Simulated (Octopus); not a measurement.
# SnCl3F (SMILES [F][Sn]([Cl])([Cl])[Cl]): a chain of runs

We compute energy and gradient (PBE), then energy and forces (PBE), then energy and forces (PBE), then energy and forces (PBE), then energy and gradient (PBE) of SnCl3F. The setting varied is the grid spacing. 

Program for the calculation: Octopus 16.4.

3 further runs of the same task are left out: 3 set aside as unsound or not needed.

**1. The molecule**

SnCl3F has 5 atoms, charge 0, and is taken as a singlet. SMILES: `[F][Sn]([Cl])([Cl])[Cl]`. Geometry: relaxed at PBE0-D4/def2-TZVP.

Bond lengths: F1–Sn2 1.892 Å, Sn2–Cl3 2.279 Å, Sn2–Cl4 2.279 Å, Sn2–Cl5 2.279 Å. Angles: F1–Sn2–Cl3 107.4°, F1–Sn2–Cl4 107.4°, F1–Sn2–Cl5 107.4°, Cl3–Sn2–Cl4 111.5°, Cl3–Sn2–Cl5 111.5°, Cl4–Sn2–Cl5 111.5°.

**2. Energy and forces at PBE (scalar, in the pseudopotentials, pseudodojo_pbesol potentials, box margin 4 angstrom, extra states 0, grid spacing 0.195 angstrom, mix field default) (run 4)**

Started as:

```bash
OMP_NUM_THREADS=1 octopus > gs.log
```

What it wrote:

```text
Version                : 16.4
[... 130 lines left out ...]
** Warning:
[... 39 lines left out ...]
  [output of 4 eigenvalues skipped: maximum error = 4.4E-02]
[... 10 lines left out ...]
#  State  Eigenvalue [eV]  Occupation    Error
[... 5 lines left out ...]
  [output of 4 eigenvalues skipped: maximum error = 4.4E-02]
[... 47 lines left out ...]
#  State  Eigenvalue [eV]  Occupation    Error
[... 5 lines left out ...]
  [output of 4 eigenvalues skipped: maximum error = 6.7E-07]
[... 10 lines left out ...]
#  State  Eigenvalue [eV]  Occupation    Error
[... 5 lines left out ...]
  [output of 4 eigenvalues skipped: maximum error = 4.8E-07]
[... 8 lines left out ...]
**   Some of the states are not fully converged!
[... 1 line left out ...]
Octopus emitted 3 warnings.
```

It took 27 s on 1 thread of Intel Xeon 6975P-C (Granite Rapids), shared host; peak memory 0.12 GiB.

**3. Energy and gradient at PBE (scalar, in the pseudopotentials, pseudodojo_pbesol potentials, box margin 4 angstrom, extra states 0, grid spacing 0.172 angstrom, mix field default) (run 5)**

Started as:

```bash
OMP_NUM_THREADS=1 octopus > gs.log
```

What it wrote:

```text
Version                : 16.4
[... 49 lines left out ...]
Refinement of some symmetry elements was terminated before convergence was reached.
[... 108 lines left out ...]
Converged eigenvectors: 0
[... 6 lines left out ...]
  [output of 4 eigenvalues skipped: maximum error = 3.6E-02]
[... 10 lines left out ...]
#  State  Eigenvalue [eV]  Occupation    Error
[... 5 lines left out ...]
  [output of 4 eigenvalues skipped: maximum error = 4.2E-02]
[... 46 lines left out ...]
Converged eigenvectors: 0
#  State  Eigenvalue [eV]  Occupation    Error
[... 5 lines left out ...]
  [output of 4 eigenvalues skipped: maximum error = 2.3E-06]
[... 10 lines left out ...]
#  State  Eigenvalue [eV]  Occupation    Error
[... 5 lines left out ...]
  [output of 4 eigenvalues skipped: maximum error = 1.8E-06]
[... 6 lines left out ...]
Info: SCF converged in   16 iterations
[... 1 line left out ...]
**   Some of the states are not fully converged!
[... 1 line left out ...]
Octopus emitted 2 warnings.
```

Run time: 43 s. Hardware: 1 thread of Intel Xeon 6975P-C (Granite Rapids), shared host; peak memory 0.16 GiB.

Run 6 isn't shown in full; the table further down has it.

**4. Energy and forces at PBE (scalar, in the pseudopotentials, pseudodojo_pbesol potentials, box margin 4 angstrom, extra states 0, grid spacing 0.131977 angstrom, mix field default) (run 7)**

Started as:

```bash
OMP_NUM_THREADS=1 octopus > gs.log
```

What it wrote:

```text
Version                : 16.4
[... 130 lines left out ...]
** Warning:
[... 39 lines left out ...]
  [output of 4 eigenvalues skipped: maximum error = 4.5E-02]
[... 10 lines left out ...]
#  State  Eigenvalue [eV]  Occupation    Error
[... 5 lines left out ...]
  [output of 4 eigenvalues skipped: maximum error = 5.3E-02]
[... 50 lines left out ...]
#  State  Eigenvalue [eV]  Occupation    Error
[... 5 lines left out ...]
  [output of 4 eigenvalues skipped: maximum error = 2.1E-06]
[... 10 lines left out ...]
#  State  Eigenvalue [eV]  Occupation    Error
[... 5 lines left out ...]
  [output of 4 eigenvalues skipped: maximum error = 9.5E-07]
[... 8 lines left out ...]
**   Some of the states are not fully converged!
[... 1 line left out ...]
Octopus emitted 3 warnings.
```

Wall time 1.9 min (1 thread of Intel Xeon 6975P-C (Granite Rapids), shared host); peak memory 0.3 GiB.

**5. Energy and gradient at PBE (scalar, in the pseudopotentials, pseudodojo_pbesol potentials, box margin 4 angstrom, extra states 0, grid spacing 0.117001 angstrom, mix field default) (run 8)**

Started as:

```bash
OMP_NUM_THREADS=1 octopus > gs.log
```

What it wrote:

```text
Version                : 16.4
[... 130 lines left out ...]
** Warning:
[... 39 lines left out ...]
  [output of 4 eigenvalues skipped: maximum error = 5.2E-02]
[... 10 lines left out ...]
#  State  Eigenvalue [eV]  Occupation    Error
[... 5 lines left out ...]
  [output of 4 eigenvalues skipped: maximum error = 4.6E-02]
[... 47 lines left out ...]
#  State  Eigenvalue [eV]  Occupation    Error
[... 5 lines left out ...]
  [output of 4 eigenvalues skipped: maximum error = 4.0E-06]
[... 10 lines left out ...]
#  State  Eigenvalue [eV]  Occupation    Error
[... 5 lines left out ...]
  [output of 4 eigenvalues skipped: maximum error = 2.6E-06]
[... 8 lines left out ...]
**   Some of the states are not fully converged!
[... 1 line left out ...]
Octopus emitted 3 warnings.
```

Run time: 2.8 min. Hardware: 1 thread of Intel Xeon 6975P-C (Granite Rapids), shared host; peak memory 0.43 GiB.

**6. All runs side by side**

| run | level | grid spacing | sweep point | energy (Eh) | dipole moment (D) | HOMO energy (eV) | wall time |
| --- | --- | --- | --- | --- | --- | --- | --- |
| 4 | PBE (scalar, in the pseudopotentials, pseudodojo_pbesol potentials, box margin 4 angstrom, extra states 0, grid spacing 0.195 angstrom, mix field default) | 0.195 | 4 | -153.027745 | 1.15 | -8.47 | 27 s |
| 5 | PBE (scalar, in the pseudopotentials, pseudodojo_pbesol potentials, box margin 4 angstrom, extra states 0, grid spacing 0.172 angstrom, mix field default) | 0.172 | 5 | -152.913918 | 1.12 | -8.46 | 43 s |
| 6 | PBE (scalar, in the pseudopotentials, pseudodojo_pbesol potentials, box margin 4 angstrom, extra states 0, grid spacing 0.15 angstrom, mix field default) | 0.15 | 6 | -152.877116 | 1.11 | -8.46 | 78 s |
| 7 | PBE (scalar, in the pseudopotentials, pseudodojo_pbesol potentials, box margin 4 angstrom, extra states 0, grid spacing 0.131977 angstrom, mix field default) | 0.131977 | 7 | -152.859908 | 1.11 | -8.46 | 1.9 min |
| 8 | PBE (scalar, in the pseudopotentials, pseudodojo_pbesol potentials, box margin 4 angstrom, extra states 0, grid spacing 0.117001 angstrom, mix field default) | 0.117001 | 8 | -152.853067 | 1.11 | -8.46 | 2.8 min |

Convergence of the total energy of singlet SnCl3F with the grid spacing, against the last point:

| grid spacing | from the last (mEh) | wall time |
| --- | --- | --- |
| 0.195 Å | -174.678 | 27 s |
| 0.172 Å | -60.851 | 43 s |
| 0.15 Å | -24.048 | 78 s |
| 0.131977 Å | -6.841 | 1.9 min |
| 0.117001 Å | +0.000 | 2.8 min |

Convergence of the dipole moment of singlet SnCl3F with the grid spacing, against the last point:

| grid spacing | from the last (D) | wall time |
| --- | --- | --- |
| 0.195 Å | +0.0361 | 27 s |
| 0.172 Å | +0.0045 | 43 s |
| 0.15 Å | +0.0015 | 78 s |
| 0.131977 Å | +0.0007 | 1.9 min |
| 0.117001 Å | +0.0000 | 2.8 min |

**7. Summary of results**

```
                            quantity          value
            run 8, PBE: total energy  -152.85307 Eh
           run 8, PBE: dipole moment         1.11 D
             run 8, PBE: HOMO energy       -8.46 eV
run 8, PBE: largest force on an atom     0.960 eV/Å
```

For the total energy of singlet SnCl3F to stay within 10 mEh of the last point, 0.131977 Å is the first point of the series from which all later ones do (1.9 min against 2.8 min). For the dipole moment of singlet SnCl3F to stay within 0.02 D of the last point, 0.172 Å is the first point of the series from which all later ones do (43 s against 2.8 min). For the dipole moment of singlet SnCl3F to stay within 0.005 D of the last point, 0.172 Å is the first point of the series from which all later ones do (43 s against 2.8 min). Over the runs the total energy spans 4.753 eV. All runs together took 7.2 min, the longest 2.8 min.
